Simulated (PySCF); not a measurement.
# C4H3NOSe: magnetic properties

Aim: compute the magnetic properties of C4H3NOSe (`CC(=C=O)[Se]C#N`).

Programs: PySCF 2.14.0, with routines of our own; each step states its level. All values are computed. Atoms count from 0.

## Step 1: The system as given

10 atoms, charge 0, multiplicity 1; geometry from: GFN2-xTB.

## Step 2: Magnetic properties: GIAO CAM-B3LYP/pcSseg-1

What the job is given:

```
{"job": {"kind": "mag", "xc": "CAM-B3LYP", "basis": "pcSseg-1", "isotopologues": 2}, "charge": 0, "multiplicity": 1}
C     -0.732496    -1.114156    -0.140083
C     -0.485660     0.362451    -0.180202
C     -1.135571     1.326292     0.395669
O     -1.681750     2.239603     0.861466
Se     1.016943     1.043610    -1.216155
C      2.304821     0.486727    -0.044745
N      3.100979     0.113933     0.691637
H     -0.853598    -1.505767    -1.149885
H      0.108887    -1.625108     0.328773
H     -1.633672    -1.322930     0.430996
```

Level: GIAO CAM-B3LYP/pcSseg-1 magnetisability, rotational g tensor and spin-rotation constants, non-relativistic, gas phase.

On the command line:

```
$ OMP_NUM_THREADS=1 python excited_run.py task.json out
```

The driver reads the jobs from task.json and runs them one after another.

Standard output:

```text
coarse grid: 45768 points
cycle   1  E = -2685.2391091456  dE =  2.822e-01  |g| = 1.099e+00  |ddm| = 3.414e+00
cycle   2  E = -2684.8584101884  dE =  3.807e-01  |g| = 1.737e+00  |ddm| = 1.794e+00
cycle   3  E = -2685.3933674301  dE = -5.350e-01  |g| = 2.869e-01  |ddm| = 1.303e+00
cycle   4  E = -2685.4066920323  dE = -1.332e-02  |g| = 8.589e-02  |ddm| = 2.211e-01
cycle   5  E = -2685.4078650711  dE = -1.173e-03  |g| = 2.088e-02  |ddm| = 7.678e-02
cycle   6  E = -2685.4079580781  dE = -9.301e-05  |g| = 9.413e-03  |ddm| = 2.151e-02
cycle   7  E = -2685.4079751509  dE = -1.707e-05  |g| = 4.139e-03  |ddm| = 8.772e-03
cycle   8  E = -2685.4079791862  dE = -4.035e-06  |g| = 8.813e-04  |ddm| = 3.841e-03
final grid: 96224 points
cycle   9  E = -2685.4079655735  dE = -1.826e-07  |g| = 9.404e-04  |ddm| = 1.821e-03
cycle  10  E = -2685.4079654812  dE =  9.224e-08  |g| = 1.304e-03  |ddm| = 1.446e-03
cycle  11  E = -2685.4079657683  dE = -2.870e-07  |g| = 1.660e-04  |ddm| = 7.826e-04
cycle  12  E = -2685.4079657755  dE = -7.204e-09  |g| = 5.813e-05  |ddm| = 1.612e-04
cycle  13  E = -2685.4079657790  dE = -3.521e-09  |g| = 2.879e-05  |ddm| = 2.361e-04
cycle  14  E = -2685.4079657793  dE = -2.965e-10  |g| = 5.370e-06  |ddm| = 5.165e-05
converged SCF energy = -2685.4079657793

Magnetisability tensor (1e-30 J/T^2)
    -1278.92       13.30      -26.56
       13.30    -1161.55       43.07
      -26.56       43.07    -1177.60
isotropic -1206.02   principal values   -1290.11  -1202.52  -1125.44
isotropic susceptibility -72.628 1e-6 cm^3/mol

Inertial axes            a          b          c
rot. const./GHz      2.5567     1.2489     1.1718
chi total           -75.790    -72.659    -69.436
chi diamagnetic    -544.142   -974.378  -1033.794
chi paramagnetic    468.351    901.719    964.358
quadrupole/D A       -6.209      6.036      0.173
g nuclear            0.5394     0.5117     0.5147
g electronic        -0.5625    -0.5291    -0.5309
g total             -0.0232    -0.0174    -0.0162

Spin-rotation constants (kHz, H = +C I.J)
atom  isotope        aa         bb         cc
  6    14N        0.454      0.217      0.233
  7     1H       -0.265     -0.129      0.016
  8     1H       -0.091     -0.062     -0.120
  9     1H       -0.024     -0.095     -0.129
  0    13C*       0.355      0.171      0.155
  1    13C*       0.439      0.217      0.187
  2    13C*       0.921      0.568      0.503
  3    17O*      -0.861     -0.376     -0.499
  4   77Se*       3.289      2.894      2.318
  5    13C*       0.772      0.340      0.375
* in the singly substituted isotopologue

Isotopologues: g along a, b, c
2H    at 7,8,9             -0.0215    -0.0178    -0.0146
13C   at 0                 -0.0228    -0.0176    -0.0157
```

It took 30 s on 1 thread of Intel Xeon Platinum 8375C at 2.90GHz, shared host; peak memory 0.91 GiB.

From this job:

| quantity | value |
| --- | --- |
| magnetisability | -1206·10⁻³⁰ J/T² |
| molar susceptibility | -72.6·10⁻⁶ cm³/mol |
| rotational g (a, b, c) | -0.0232, -0.0174, -0.0162 |

## Step 3: Magnetic properties: GIAO LC-wPBE/pcSseg-1

The job, as its differences from that of step 2:

```diff
@@ -1,2 +1,2 @@
-{"job": {"kind": "mag", "xc": "CAM-B3LYP", "basis": "pcSseg-1", "isotopologues": 2}, "charge": 0, "multiplicity": 1}
+{"job": {"kind": "mag", "xc": "LC-wPBE", "basis": "pcSseg-1", "scf": {"conv": 0.01, "damp": 2.0, "max_cycle": 54}}, "charge": 0, "multiplicity": 1}
 C     -0.732496    -1.114156    -0.140083
```

Level: GIAO LC-wPBE/pcSseg-1 magnetisability, rotational g tensor and spin-rotation constants, non-relativistic, gas phase.

Standard output:

```text
damping 2.00 in the first 6 cycles
final grid: 96224 points
cycle   1  E = -2684.6832536055  dE =  3.719e-01  |g| = 1.177e+00  |ddm| = 3.405e+00
cycle   2  E = -2681.8283533975  dE =  2.855e+00  |g| = 3.847e+00  |ddm| = 3.036e+00
cycle   3  E = -2642.6699059723  dE =  3.916e+01  |g| = 1.314e+01  |ddm| = 1.883e+01
cycle   4  E = -2119.0900962822  dE =  5.236e+02  |g| = 2.844e+01  |ddm| = 2.123e+02
cycle   5  E = -1163.7844292244  dE =  9.553e+02  |g| = 2.956e+01  |ddm| = 1.169e+02
cycle   6  E = -2281.7961183880  dE = -1.118e+03  |g| = 8.156e+01  |ddm| = 3.127e+02
cycle   7  E = -2116.0613915481  dE =  1.657e+02  |g| = 3.517e+01  |ddm| = 4.235e+01
cycle   8  E = -2428.5896623009  dE = -3.125e+02  |g| = 2.970e+01  |ddm| = 4.136e+01
cycle   9  E = -2626.0367420548  dE = -1.974e+02  |g| = 1.034e+01  |ddm| = 4.067e+01
cycle  10  E = -2542.9237749234  dE =  8.311e+01  |g| = 1.623e+01  |ddm| = 3.514e+01
cycle  11  E = -2650.4693689303  dE = -1.075e+02  |g| = 8.373e+00  |ddm| = 4.135e+01
cycle  12  E = -2676.3314454045  dE = -2.586e+01  |g| = 5.148e+00  |ddm| = 4.193e+01
cycle  13  E = -2680.5441277324  dE = -4.213e+00  |g| = 3.985e+00  |ddm| = 1.140e+01
cycle  14  E = -2684.6032557604  dE = -4.059e+00  |g| = 1.180e+00  |ddm| = 3.166e+00
cycle  15  E = -2684.7508811722  dE = -1.476e-01  |g| = 7.148e-01  |ddm| = 1.313e+00
cycle  16  E = -2684.8754784504  dE = -1.246e-01  |g| = 1.637e-01  |ddm| = 6.399e-01
cycle  17  E = -2684.8820569340  dE = -6.578e-03  |g| = 8.997e-02  |ddm| = 2.514e-01
converged SCF energy = -2684.8820569340

Magnetisability tensor (1e-30 J/T^2)
    -1267.51      -17.76      -57.57
      -17.76     -976.64      172.49
      -57.57      172.49    -1066.03
isotropic -1103.39   principal values   -1286.75  -1185.97   -837.45
isotropic susceptibility -66.448 1e-6 cm^3/mol

Inertial axes            a          b          c
rot. const./GHz      2.5567     1.2489     1.1718
chi total           -72.280    -70.312    -56.752
chi diamagnetic    -543.140   -973.343  -1032.660
chi paramagnetic    470.860    903.031    975.908
quadrupole/D A       -6.116      6.073      0.042
g nuclear            0.5394     0.5117     0.5147
g electronic        -0.5656    -0.5298    -0.5372
g total             -0.0262    -0.0181    -0.0225

Spin-rotation constants (kHz, H = +C I.J)
atom  isotope        aa         bb         cc
  6    14N        0.454      0.217      0.233
  7     1H       -0.261     -0.131      0.020
  8     1H       -0.090     -0.058     -0.117
  9     1H       -0.022     -0.093     -0.128
  0    13C*       0.350      0.171      0.158
  1    13C*       0.405      0.206      0.169
  2    13C*       0.893      0.562      0.492
  3    17O*      -0.824     -0.363     -0.482
  4   77Se*       2.981      2.730      2.096
  5    13C*       0.758      0.336      0.369
* in the singly substituted isotopologue
```

Run time: 40 s. Hardware: 1 thread of Intel Xeon Platinum 8375C at 2.90GHz, shared host; peak memory 0.79 GiB.

The run ended normally, but its values are not to be used for the molecule: the SCF threshold of 0.01 Eh is far too loose.

## Step 4: Outcome

```
                                                quantity                               value
       magnetisability (step 2, GIAO CAM-B3LYP/pcSseg-1)                    -1206·10⁻³⁰ J/T²
  molar susceptibility (step 2, GIAO CAM-B3LYP/pcSseg-1)                  -72.6·10⁻⁶ cm³/mol
rotational g (a, b, c) (step 2, GIAO CAM-B3LYP/pcSseg-1)           -0.0232, -0.0174, -0.0162
                                                    runs  0 failed, 1 ended on unsound input
```

In words: Steps that list no spin-orbit terms leave them out, which matters at and beside the heavy atoms. Vibrational averaging and real surroundings are missing from these values.
